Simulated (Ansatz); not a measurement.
# AlFH4O2S: the cost of one run

Program: Ansatz 0.2.0, Gaussian basis. Level of theory: PBE0-D4/def2-SVP. These are calculated values, not measurements.

22 further runs of the same task are left out: 22 set aside as unsound or not needed. Runs told in other sessions of the task aren't counted.

### 1 Starting geometry

The first end: 9 atoms, charge 0, spin multiplicity 1.

Atoms are counted from 1 here; the program's logs count them from 0.

Bond lengths: Al1–S2 2.283 Å, Al1–O3 1.688 Å, Al1–O4 1.690 Å, Al1–F6 1.963 Å, S2–H7 1.345 Å, O3–H8 0.954 Å, O4–H9 0.955 Å, H5–F6 1.011 Å. Angles: S2–Al1–O3 119.2°, S2–Al1–O4 112.8°, S2–Al1–F6 80.6°, O3–Al1–O4 121.6°, O3–Al1–F6 107.5°, O4–Al1–F6 105.3°, Al1–S2–H7 91.7°, Al1–O3–H8 126.6°, Al1–O4–H9 123.1°, Al1–F6–H5 84.0°.

Coordinates:

```
Al   -0.24106   -0.19365   -0.20374
S     1.83054    0.76430   -0.15387
O    -0.39473   -1.80082   -0.69721
O    -1.47705    0.93118   -0.45372
H     0.93748    0.25674    1.48915
F     0.06975   -0.20000    1.73402
H     1.30390    2.00162   -0.17337
H     0.29360   -2.46067   -0.70730
H    -2.32233    0.70130   -0.83386
```

The second end:

```xyz
9
AlFH4O2S
Al   -0.5253   -0.3548    0.1063
S     1.5457    1.0202   -0.1877
O    -0.2080   -1.7424   -0.8270
O    -1.5664    0.8447   -0.5091
H     2.2136    0.5526    0.8816
F    -0.4075   -0.4812    1.7609
H     1.0245    2.0491    0.5030
H     0.0064   -2.5837   -0.4294
H    -2.0830    0.6955   -1.2985
```

### 2 The band at PBE0-D4/def2-SVP

Input file neb/in.yaml:

```yaml
crystal:
  periodic: [false, false, false]
  atoms:
    - {symbol: Al, position_ang: [-0.241056, -0.193654, -0.203740]}
    - {symbol: S, position_ang: [1.830541, 0.764302, -0.153866]}
    - {symbol: O, position_ang: [-0.394733, -1.800823, -0.697206]}
    - {symbol: O, position_ang: [-1.477050, 0.931184, -0.453718]}
    - {symbol: H, position_ang: [0.937478, 0.256741, 1.489153]}
    - {symbol: F, position_ang: [0.069746, -0.200005, 1.734017]}
    - {symbol: H, position_ang: [1.303904, 2.001618, -0.173372]}
    - {symbol: H, position_ang: [0.293599, -2.460669, -0.707305]}
    - {symbol: H, position_ang: [-2.322331, 0.701305, -0.833864]}
basis:
  gaussian: {orbitals: def2-SVP}
hamiltonian: {xc: pbe0, dispersion: d4}
neb:
  images: 5
  climbing: true
  max_iterations: 40
  initial_path: idpp
  final_atoms:
    - {symbol: Al, position_ang: [-0.525261, -0.354753, 0.106306]}
    - {symbol: S, position_ang: [1.545668, 1.020212, -0.187714]}
    - {symbol: O, position_ang: [-0.207964, -1.742449, -0.827000]}
    - {symbol: O, position_ang: [-1.566368, 0.844730, -0.509123]}
    - {symbol: H, position_ang: [2.213593, 0.552611, 0.881580]}
    - {symbol: F, position_ang: [-0.407521, -0.481246, 1.760939]}
    - {symbol: H, position_ang: [1.024536, 2.049111, 0.502968]}
    - {symbol: H, position_ang: [0.006384, -2.583669, -0.429352]}
    - {symbol: H, position_ang: [-2.082969, 0.695451, -1.298504]}
```

Run with:

```
$ ansatz run in.yaml --threads 4 --pin off --events-out ev --progress --plain --max-ram 9574MiB
```

**Question.** How long does this run take on 4 threads of Arm Neoverse V1, shared host?

About 98 s.
